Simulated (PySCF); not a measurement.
# As⁻ (triplet) at other levels of theory

Aim: see what other levels and later steps give for As⁻ (triplet).

Method: method and basis as typed in the scripts; program: PySCF 2.14.0.

## (1) The atom

As⁻ (triplet): 1 atom, charge -1, spin multiplicity 3.

## (2) The base run

The input, input.py:

```python
from pyscf import gto, scf, mp

mol = gto.M(
    atom='As 0 0 0',
    basis='6-31g',
    charge=-1,
    spin=2,
    verbose=4,
)
mf = scf.UHF(mol)
mf.kernel()
mp.MP2(mf).kernel()
mf.dip_moment()
print('orbital energies (hartree):', [e[max(0, n-3):n+3].round(4) for e, n in zip(mf.mo_energy, mol.nelec)])
```

Command:

```bash
$ OMP_NUM_THREADS=1 python input.py
```

The log of this run is left out.

In short: E(SCF) = -2233.830236 Eh, 9 cycles, E(MP2) − E(SCF) = -0.19330 Eh, ⟨S²⟩ = 2.001.

The triplet is typed in the script; nothing here shows that it is the ground state.

## (3) CCSD(T)

Edit 1 changes step after the SCF: mp2 → ccsd(t); frozen orbitals: none → 9.

The input, input.py:

```python
from pyscf import gto, scf, cc

mol = gto.M(
    atom='As 0 0 0',
    basis='6-31g',
    charge=-1,
    spin=2,
    verbose=4,
)
mf = scf.UHF(mol)
mf.kernel()
mycc = cc.CCSD(mf, frozen=9)
mycc.kernel()
mycc.ccsd_t()
mf.dip_moment()
print('orbital energies (hartree):', [e[max(0, n-3):n+3].round(4) for e, n in zip(mf.mo_energy, mol.nelec)])
```

Command:

```bash
$ OMP_NUM_THREADS=1 python input.py
```

## (4) Pbesol (UKS)

Edit 2 changes functional: none (Hartree–Fock) → pbesol; SCF type: UHF → UKS; step after the SCF: mp2 → analyze.

The input, input.py:

```python
from pyscf import gto, dft

mol = gto.M(
    atom='As 0 0 0',
    basis='6-31g',
    charge=-1,
    spin=2,
    verbose=4,
)
mf = dft.UKS(mol, xc='pbesol')
mf.kernel()
mf.analyze()
print('orbital energies (hartree):', [e[max(0, n-3):n+3].round(4) for e, n in zip(mf.mo_energy, mol.nelec)])
```

## (5) Wb97x-v (UKS)

Edit 3 changes functional: none (Hartree–Fock) → wb97x-v; SCF type: UHF → UKS; step after the SCF: mp2 → analyze.

The input, input.py:

```python
from pyscf import gto, dft

mol = gto.M(
    atom='As 0 0 0',
    basis='6-31g',
    charge=-1,
    spin=2,
    verbose=4,
)
mf = dft.UKS(mol, xc='wb97x-v')
mf.kernel()
mf.analyze()
print('orbital energies (hartree):', [e[max(0, n-3):n+3].round(4) for e, n in zip(mf.mo_energy, mol.nelec)])
```

**Question.** What will these runs give? Wanted: for each run, E(SCF); from base; gap, α spin; after the SCF.

As calculated:

```csv
run,E(SCF) (hartree),from base (eV),cycles,"gap, α spin (eV)",after the SCF
base,-2233.830236,0,9,15.14,MP2 correlation -5.260 eV
CCSD(T),-2233.830236,0.0000,9,15.14,"CCSD(T) correlation -4.344 eV, core frozen"
pbesol (UKS),-2233.564064,not comparable,7,7.20,n/a
wb97x-v (UKS),-2235.256522,not comparable,8,13.66,n/a
```

A lower total energy from another functional means nothing by itself. The dearest run is “wb97x-v (UKS)”, at 28 s against 1.5 s.
